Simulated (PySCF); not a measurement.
# C10H12BNO3: the cost of one run

The runs use PySCF 2.14.0, with density-fitted response routines of our own; the level of theory stands in each step. All values are computed, except where a source is named. Atoms count from 0, in the outputs and in this text.

### 1 The starting structure

27 atoms, charge 0, multiplicity 1; geometry from: GFN2-xTB.

Bonds of the start (Å): C0–C1 1.39, C1–C2 1.39, C2–C3 1.38, C3–C4 1.40, C4–C5 1.38, C4–O6 1.36, O6–B7 1.40, B7–N8 1.39, N8–C9 1.45, C9–C10 1.53, C10–O11 1.42, O11–C12 1.40, C12–C13 1.53, B7–O14 1.40, C5–C0 1.39, C13–N8 1.45, O14–C3 1.36, C0–H15 1.08, C1–H16 1.08, C2–H17 1.08, C5–H18 1.08, C9–H19 1.10, C9–H20 1.09, C10–H21 1.09, C10–H22 1.10, C12–H23 1.10, C12–H24 1.09, C13–H25 1.09, C13–H26 1.10.

### 2 Relaxing the molecule at PBE0-D3(BJ)/def2-SVP

Job settings and geometry (Å):

```
{"job": {"xc": "PBE0", "basis": "def2-SVP", "d3": "d3bj", "grid": 1, "kind": "geom"}, "charge": 0, "multiplicity": 1}
C      4.081950     0.663800    -1.069150
C      4.199410    -0.596540    -0.505090
C      3.112000    -1.235530     0.077950
C      1.910460    -0.560650     0.070990
C      1.791670     0.713930    -0.499440
C      2.871420     1.345900    -1.077350
O      0.508940     1.150460    -0.369160
B     -0.157890     0.116220     0.300510
N     -1.499320     0.159220     0.670270
C     -2.197220    -0.933910     1.316170
C     -3.344110    -1.406430     0.415360
O     -4.221650    -0.335160     0.102570
C     -3.541550     0.712150    -0.532800
C     -2.400450     1.246740     0.340240
O      0.704480    -0.947580     0.569800
H      4.949320     1.129460    -1.512050
H      5.156670    -1.095400    -0.516330
H      3.198510    -2.214990     0.519560
H      2.775210     2.327030    -1.513190
H     -2.612040    -0.581700     2.269430
H     -1.494820    -1.744800     1.501610
H     -3.949620    -2.161820     0.918700
H     -2.926550    -1.828220    -0.511920
H     -3.131040     0.365980    -1.493920
H     -4.289560     1.485690    -0.713720
H     -1.845950     2.022870    -0.184590
H     -2.820780     1.658090     1.267030
```

Q: Estimate the wall time of this first job on 8 threads of AMD EPYC 9R45 (Zen 5), shared host.

About 2.2 min.
